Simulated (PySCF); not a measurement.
# SrBr: bond curves at several levels of theory

The task here is to estimate one member of a computed series from the others.

Program: PySCF 2.14.0. Level of theory: Sr x2c-TZVPPall, Br x2c-TZVPPall, spin-free X2C with a Gaussian nucleus. These are calculated values, not measurements.

The first run:

A driver script around PySCF takes these settings:

- atoms: Sr, Br
- charge: 0
- basis: Sr x2c-TZVPPall, Br x2c-TZVPPall
- Hamiltonian: spin-free X2C with a Gaussian nucleus
- basis functions: 127
- electrons treated: 73
- masses in u: 87.9056, 78.9183
- levels: PBE0, PBE, r²SCAN, BHandHLYP, MN15, LDA, B97-3, LC-ωPBE, HF, MP2, SCS-MP2
- grid: 80 radial by 434 angular points
- occupations: held fixed by the projection of orbital angular momentum
- dissociation limit: Sr + Br, each in its ground configuration
- starting distance in angstrom: 2.825
- values of 2S to try: 1, 3

Started as:

```
$ OMP_NUM_THREADS=2 python dia.py task.json out
```

Among the steps run: Input; The PBE0 curve of the state that the search chose; Higher solutions at PBE0; PBE (GGA); r²SCAN (meta-GGA); BHandHLYP (global hybrid GGA); MN15; LDA (local density); B97-3 (global hybrid GGA); LC-ωPBE (range-separated hybrid); UHF (mean field).

One of the session's tables, all rows but one given; the rest of the session is left out.

It belongs to the step «The curves together». Energy (eV) from each level's lowest point:

```
R (Å)    UHF  UHF-MP2  UHF-SCS-MP2    LDA    PBE
2.349  1.225    0.859        0.925  0.636  0.810
2.459  0.617    0.378        0.420  0.241  0.353
2.568  0.255    0.118        0.141  0.050  0.108
2.650  0.101    0.027        0.037  0.000  0.023
2.732  0.022    0.000        0.000  0.008  0.000
2.814  0.000    0.021        0.012  0.059  0.023
2.923  0.036    0.103        0.085  0.172  0.104
3.060      ?        ?            ?      ?      ?
3.224  0.354    0.501        0.464  0.625  0.491
3.442  0.674    0.853        0.809  0.994  0.828
```

**Question.** Estimate the row for R (Å) = 3.060.

Worked estimate for «UHF». A straight line through the neighbours (2.923, 0.036) and (3.224, 0.354) gives 0.036 + (0.354 − 0.036) × (3.060 − 2.923) / (3.224 − 2.923) = 0.181; a parabola fitted to 4 rows on both sides gives 0.161.

**Answer.** UHF: 0.152; UHF-MP2: 0.262; UHF-SCS-MP2: 0.234; LDA: 0.361; PBE: 0.260. In «UHF» the line misses by +0.029 and the parabola by +0.009.
